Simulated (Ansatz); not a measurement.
What does this script print? It uses the Ansatz DFT code, driven from Python.

The script, `ch5bbrnsi.py`:
```python
'''Rigid torsion scan of CH5BBrNSi.'''

import ansatz as az
from ase import Atoms

atoms = Atoms(['C', 'N', 'B', 'Si', 'Br', 'H', 'H', 'H', 'H', 'H'], positions=[
    [-0.7095, 0.8605, 1.5679],
    [-0.3832, 1.4669, 0.4633],
    [0.1662, 0.7301, -0.7405],
    [0.5221, -1.1973, -0.7609],
    [0.7357, 1.7675, -2.3615],
    [-0.6885, -0.1517, 1.7046],
    [-1.1341, 1.5159, 2.3621],
    [1.0646, -1.5927, -2.055],
    [-0.8483, -1.8522, -0.5316],
    [1.3581, -1.5982, 0.3545],
])

# relax first, so that the scan starts from a minimum
first = az.Crystal.molecule_from_ase(atoms).calculation()
first = first.basis(gaussian='def2-SVP')
first = first.functional('cam_b3lyp')
first = first.relax(force_tolerance=0.02, max_steps=80)
atoms.positions = first.run().report['positions_ang']

start = atoms.get_dihedral(1, 2, 3, 7)
energies = {}
for turn in range(0, 121, 20):
    turned = atoms.copy()
    turned.set_dihedral(1, 2, 3, 7, start + turn, indices=[3, 7, 8, 9])
    setup = az.Crystal.molecule_from_ase(turned).calculation()
    setup = setup.basis(gaussian='def2-SVP')
    setup = setup.functional('cam_b3lyp')
    energies[round((start + turn) % 360)] = setup.run().report['free_energy_ev']
floor = min(energies.values())
print('dihedral N1-B2-Si3-H7 (deg)   E - E(min) (eV)')
for angle, e in sorted(energies.items()):
    print(f'{angle:8d} {(e - floor):14.3f}  ' + '#' * int(30 * (e - floor) / max(max(energies.values()) - floor, 1e-9)))
```

```console
$ python ch5bbrnsi.py
dihedral N1-B2-Si3-H7 (deg)   E - E(min) (eV)
     239          0.000
     259          0.008  #######
     279          0.025  ######################
     299          0.034  ##############################
     319          0.027  #######################
     339          0.011  #########
     359          0.002  #
```

The scan is rigid and the energies are electronic, in a modest basis. With rigid groups the curve can differ much from the relaxed path, the start wasn't checked as a minimum of this torsion, and equivalent turns needn't return to the same energy. Hardware and time: 6.7 min on 1 thread of Arm Neoverse V1, with other jobs on the host, peak memory 0.44 GiB.
